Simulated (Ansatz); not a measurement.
# PtOS: the cell at several levels of theory

The task here is to estimate one member of a computed series from the others.

Program: Ansatz 0.2.0. PAW datasets, plane waves, zero pressure. Note: simulated data, non-magnetic, for a generated structure that need not be the stable one.

## The structure to begin with

The sheet's in-plane cell has a = 3.266 Å, b = 3.266 Å (γ = 120.0°), and its outermost atoms lie 2.65 Å apart along the normal. Pt has 3 O at 2.31 Å and 3 S at 2.31 Å; O has 3 Pt at 2.31 Å; S has 3 Pt at 2.31 Å.

The structure in full:

```
CELL_PARAMETERS angstrom
3.26565 0.00000 0.00000
-1.63282 2.82813 0.00000
0.00000 0.00000 18.00000
ATOMIC_POSITIONS crystal
Pt 0.00000 0.00000 0.50000
O 0.33333 0.66667 0.57372
S 0.66667 0.33333 0.42628
```
The sheet repeats along a and b alone.

The first run:

File input.yaml:

```yaml
crystal:
  lattice:
    - [3.26564642, 0.0, 0.0]
    - [-1.63282321, 2.8281327595, 0.0]
    - [0.0, 0.0, 18.0]
  atoms:
    - { symbol: Pt, position: [0.0, 0.0, 0.5] }
    - { symbol: O, position: [0.3333333333, 0.6666666667, 0.5737197959] }
    - { symbol: S, position: [0.6666666667, 0.3333333333, 0.4262802041] }
  periodic: [true, true, false]
kpoints:
  mp_grid: { grid: [12, 12, 1] }
hamiltonian:
  xc: pbe
scf:
  occupations: { method: fermi_dirac, width: 0.02 }
relax:
  f_tol: 0.005
  cell: {}
```

Among the steps run: Relaxation with PBE; Relaxation with r2SCAN; PBEsol: cell and atoms; Relaxation with LDA; HSE06: cell and atoms.

One of the session's tables, all rows but one given; the rest of the session is left out.

| level | a (Å) | area (Å²/atom) |
| --- | --- | --- |
| PBE | 3.381 | 3.299 |
| r2SCAN | ? | ? |
| PBEsol | 3.342 | 3.223 |
| LDA | 3.319 | 3.181 |
| HSE06 | 3.321 | 3.185 |

**Question.** Estimate the row for r2SCAN.

The run gave: a (Å): 3.343; area (Å²/atom): 3.226. In the column «a (Å)» it lies between PBEsol (3.342) and PBE (3.381).

What this shows: The first relaxation changed the area by +7.2 % from the start. The area runs from LDA (least) to PBE (most), a spread of 3.7 %, or 1.8 % in length if all axes shared it alike. The meshes differ: PBE 12×12×1, r2SCAN 12×12×1, PBEsol 12×12×1, LDA 12×12×1, HSE06 6×6×1.

Caveats from the session: Warnings in the runs' records: band table not solved further, slab cell height set.
